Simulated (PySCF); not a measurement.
# C2H6N2Si2: electronic excitations and core binding energies

Wanted: the electronic excitations and core binding energies of C2H6N2Si2 (`C#C[SiH]1N[SiH2]N1`), by calculation.

Computed with PySCF 2.14.0, with density-fitted response routines of our own, on a single molecule in the gas phase. Atoms count from 0, in the outputs and in this text.

## Step 1: The starting structure

12 atoms, charge 0, multiplicity 1; geometry from: GFN2-xTB.

Bonds of the start (Å): C0–C1 1.20, C1–Si2 1.85, Si2–N3 1.74, N3–Si4 1.74, Si4–N5 1.74, N5–Si2 1.74, C0–H6 1.05, Si2–H7 1.46, N3–H8 1.00, Si4–H9 1.46, Si4–H10 1.46, N5–H11 1.00.

## Step 2: Ultraviolet spectrum: CAM-B3LYP/def2-SVPD

Job settings and geometry (Å):

```
{"job": {"kind": "uv", "xc": "CAM-B3LYP", "basis": "def2-SVPD", "nstates": 8, "ntriplets": 3}, "charge": 0, "multiplicity": 1}
C      3.104737    -0.507671    -0.270966
C      2.004903    -0.025811    -0.320012
Si     0.323118     0.743809    -0.391607
N     -0.933986    -0.296613    -0.997690
Si    -1.838235    -0.422630     0.483446
N     -0.585890     0.621489     1.088918
H      4.066029    -0.934674    -0.227080
H      0.368076     2.076780    -0.987748
H     -1.075308    -0.712139    -1.898472
H     -3.154359     0.209640     0.427820
H     -1.853359    -1.760681     1.067882
H     -0.424528     1.007815     1.999483
```

Method: TDDFT CAM-B3LYP/def2-SVPD, vertical, gas phase, core orbitals frozen in the response.

Launch:

```sh
OMP_NUM_THREADS=1 python probes_run.py task.json out
```

This one command runs all jobs of the session in turn.

**Question.** This job is followed by: delta-SCF UKS SCAN, pcX-2 on the ionised atom, pcseg-1 elsewhere, spin-free X2C. What will the session give for the following? lowest singlet (CAM-B3LYP/def2-SVPD); lowest triplet; surface potential, 1st and 99th percentile; Si1s binding energies, SCAN/pcX-2; Si2p binding energies, SCAN/pcX-2; C1s binding energies, SCAN/pcX-2 (standing for 1 of 2 atoms); N1s binding energies, SCAN/pcX-2.

As calculated:

| quantity | value |
| --- | --- |
| lowest singlet (CAM-B3LYP/def2-SVPD) | 5.36 eV (231 nm), f = 0.032 |
| lowest triplet | 4.89 eV |
| surface potential, 1st and 99th percentile | -0.85 V and 1.58 V |
| Si1s binding energies, SCAN/pcX-2 | Si2 1847.32, Si4 1846.97 eV |
| Si2p binding energies, SCAN/pcX-2 | Si2 107.45, Si4 107.23 eV |
| C1s binding energies, SCAN/pcX-2 (standing for 1 of 2 atoms) | C0 290.31 eV |
| N1s binding energies, SCAN/pcX-2 | N3 403.60 eV |

What this shows: The lowest singlet, at 5.36 eV, is HOMO→LUMO 0.96 and is weak. The lowest triplet lies 0.47 eV below the lowest singlet (triplets in Tamm-Dancoff, singlets in full TDDFT). Si2 (silicon bonded to C, 2 N, H, in a 4-membered ring) binds its Si1s electron 0.35 eV more tightly than Si4 (silicon bonded to 2 N, 2 H, in a 4-membered ring). The Si2p levels kept as sound span 0.22 eV, from Si4 (silicon bonded to 2 N, 2 H, in a 4-membered ring) up to Si2 (silicon bonded to C, 2 N, H, in a 4-membered ring).
